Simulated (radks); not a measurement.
**Valence configurations of Te²⁺**

The task here is to estimate one member of a computed series from the others.

Program: radks (a radial shooting solver on a logarithmic mesh, Libxc functionals) version 1. Level of theory: Dirac Kohn-Sham, LDA (Slater exchange, Perdew-Wang correlation), spin-unpolarised, spherical densities, finite nucleus; open shells are shared between the two j in proportion to 2j + 1. These are calculated values, not measurements, unless marked.

### What is computed

| Quantity | Value |
| --- | --- |
| element | tellurium (Z = 52) |
| charge | +2 |
| electrons | 50 |
| configuration | [Kr] 4d10 5s2 5p2 |
| nuclear rms radius | 4.7423 fm |
| others tried | 4d10 5s1 5p3; 4d8 5s2 5p4; 4d9 5s2 5p3; 4d10 5p4; 4d9 5s1 5p4; 4d9 5p5; 4d8 5p6; 4d10 5s1.5 5p2.5; 4d8.5 5s1.5 5p4 |

The outer shells:

Te²⁺
```
[Kr] core
4d [↑↓][↑↓][↑↓][↑↓][↑↓]
5s [↑↓]
5p [↑ ][↑ ][  ]
```

Set-up of the first run:

Settings of this run:

```text
Z 52
configuration [Kr] 4d10 5s2 5p2
relativity Dirac
functional lda,pw
spin unpolarised
j_filling average
nucleus finite rms 4.7423 fm
c 137.035999084
```

Steps of the session up to this table: [Kr] 4d10 5s2 5p2.

One table of the session follows, with a row left open; its other results are not shown here.

It belongs to the step «[Kr] 4d10 5s2 5p2». From the orbitals of this run (lengths in bohr):

| level | <r> | outermost maximum (interpolated) | 90 % within | nodes |
| --- | --- | --- | --- | --- |
| 4s1/2 | 0.7645 | 0.701 | 1.11 | 3 |
| 4p1/2 | 0.8011 | 0.721 | 1.17 | 2 |
| 4p3/2 | 0.8302 | 0.746 | 1.22 | 2 |
| 4d3/2 | 0.9622 | 0.805 | 1.48 | 1 |
| 4d5/2 | 0.9743 | 0.814 | 1.49 | 1 |
| 5s1/2 | 1.970 | 1.75 | 2.85 | 4 |
| 5p1/2 | 2.276 | 1.98 | 3.33 | 3 |
| 5p3/2 | ? | ? | ? | ? |

Q: Estimate the row for 5p3/2 from the others.

The run gave: <r>: 2.358; outermost maximum (interpolated): 2.06; 90 % within: 3.44; nodes: 3. In the column «<r>» it is the highest.
